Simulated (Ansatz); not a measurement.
# C2H8NSi radical: small, medium and large basis sets

An exercise on one series of results from a longer session: the logs are not shown, and one member is left open.

The runs use Ansatz 0.2.0, Gaussian basis; one geometry, several basis sets.

The runs, in order: PBE0-D4/def2-SVP; ωB97M-V/def2-SVP; PBE0-D4/def2-QZVPP; ωB97M-V/def2-QZVPP; the functionals' def2-TZVPP values are taken from earlier runs.

## The geometry

An earlier PBE0-D4 in a triple-zeta def2 set relaxation fixed the geometry.

SMILES `CN(C)[SiH2]`, 12 atoms, charge 0, spin multiplicity 2.

Atoms are counted from 1 here; the program's logs count them from 0.

Bond lengths: C1–N2 1.441 Å, C1–H5 1.097 Å, C1–H6 1.099 Å, C1–H7 1.091 Å, N2–C3 1.441 Å, N2–Si4 1.724 Å, C3–H8 1.099 Å, C3–H9 1.097 Å, C3–H10 1.091 Å, Si4–H11 1.495 Å, Si4–H12 1.495 Å. Angles: N2–C1–H5 110.4°, N2–C1–H6 112.2°, N2–C1–H7 110.5°, H5–C1–H6 107.6°, H5–C1–H7 107.9°, H6–C1–H7 108.1°, C1–N2–C3 113.9°, C1–N2–Si4 121.8°, C3–N2–Si4 121.8°, N2–C3–H8 112.2°, N2–C3–H9 110.4°, N2–C3–H10 110.5°, H8–C3–H9 107.6°, H8–C3–H10 108.1°, H9–C3–H10 107.9°, N2–Si4–H11 106.6°, N2–Si4–H12 106.7°, H11–Si4–H12 110.7°.

Set-up of the first run:

File in.yaml:

```yaml
crystal:
  periodic: [false, false, false]
  atoms:
    - {symbol: C, position_ang: [-0.374340, 1.052125, -0.802338]}
    - {symbol: N, position_ang: [-0.051955, -0.102348, -0.002787]}
    - {symbol: C, position_ang: [1.123312, 0.061853, 0.814412]}
    - {symbol: Si, position_ang: [-1.205791, -1.345200, 0.305153]}
    - {symbol: H, position_ang: [0.455586, 1.292108, -1.478814]}
    - {symbol: H, position_ang: [-0.569558, 1.941737, -0.187280]}
    - {symbol: H, position_ang: [-1.259073, 0.859533, -1.411774]}
    - {symbol: H, position_ang: [1.019283, 0.889764, 1.529658]}
    - {symbol: H, position_ang: [1.998306, 0.273378, 0.187038]}
    - {symbol: H, position_ang: [1.327067, -0.850403, 1.377920]}
    - {symbol: H, position_ang: [-1.956297, -1.558672, -0.970509]}
    - {symbol: H, position_ang: [-0.429538, -2.569173, 0.673322]}
basis:
  gaussian: {orbitals: def2-SVP}
magnetization: {spin_polarized: true, initial_magnetization: 1}
hamiltonian: {xc: pbe0, dispersion: d4}
output: {orbitals: {seedname: orbitals}}
```

On the command line:

```sh
ansatz run in.yaml --threads 4 --pin off --events-out ev --progress --plain --max-ram 10444MiB
```

Steps of the session up to this table: PBE0-D4 in def2-SVP; ωB97M-V in def2-SVP; PBE0-D4 in def2-QZVPP; ωB97M-V in def2-QZVPP.

One of the session's tables, all rows but one given; the rest of the session is left out.

It belongs to the step «Functionals by basis». 

| functional | basis | HOMO (eV) | LUMO (eV) |
| --- | --- | --- | --- |
| PBE0-D4 | def2-SVP | -4.96 | -1.60 |
| PBE0-D4 | def2-TZVPP | -5.07 | -1.70 |
| PBE0-D4 | def2-QZVPP | -5.10 | -1.76 |
| ωB97M-V | def2-SVP | -6.78 | 0.07 |
| ωB97M-V | def2-TZVPP | -6.90 | -0.13 |
| ωB97M-V | def2-QZVPP | ? | ? |

Estimate the missing values for ωB97M-V, def2-QZVPP.

The run gave: HOMO (eV): -6.93; LUMO (eV): -0.26. In the column «HOMO (eV)» it is the lowest.
